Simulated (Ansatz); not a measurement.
The system is InSb3.

```
Sb In
1.0
     4.80637    0.00000    0.00000
     0.00000    4.80637    0.00000
     0.00000    0.00000    4.80637
Sb In
3 1
Direct
  0.50000 0.50000 0.00000
  0.00000 0.50000 0.50000
  0.50000 0.00000 0.50000
  0.00000 0.00000 0.00000
```

The cell comes from a database or a generator and needn't be the stable form of this composition.

* Program: Ansatz 0.2.0
* Task: relaxation of cell and atoms
* Functional: PBEsol
* Dispersion: D4
* Potentials or basis: Ansatz PAW
* Cutoff: 420 eV (not typed: the program's choice for these potentials)
* k mesh: 6 × 6 × 6
* Occupations: fermi-dirac, width 0.05 eV
* Spin: no spin polarisation

At the start: volume 27.76 Å³/atom.

**Question.** Where does the relaxation end?

**Answer.** It ends after 5 steps and the volume is 25.63 Å³/atom (-7.7 %); space group Pm-3m (No. 221, to 0.05 Å).

Step by step:
```csv
step,energy change (eV),largest force (eV/Å),volume (Å³)
1,0.0000,0.0000,111.03
2,-0.1028,0.0000,99.14
3,-0.1249,0.0000,103.02
4,-0.1256,0.0000,102.53
5,-0.1233,0.0000,102.53
```

Final structure:
```
Sb In
1.0
     4.68041    0.00000    0.00000
     0.00000    4.68041    0.00000
     0.00000    0.00000    4.68041
Sb In
3 1
Direct
  0.50000 0.50000 0.00000
  0.00000 0.50000 0.50000
  0.50000 0.00000 0.50000
  0.00000 0.00000 0.00000
```

Caveat: the plane-wave basis is chosen anew once the cell has moved, so the energies of steps on either side of that aren't comparable; pairwise dispersion overbinds metals, which lowers pressure and volume; the PAW data sets come from PBE, with cores solved anew for the run's functional, which leaves a small shift of forces and pressure.
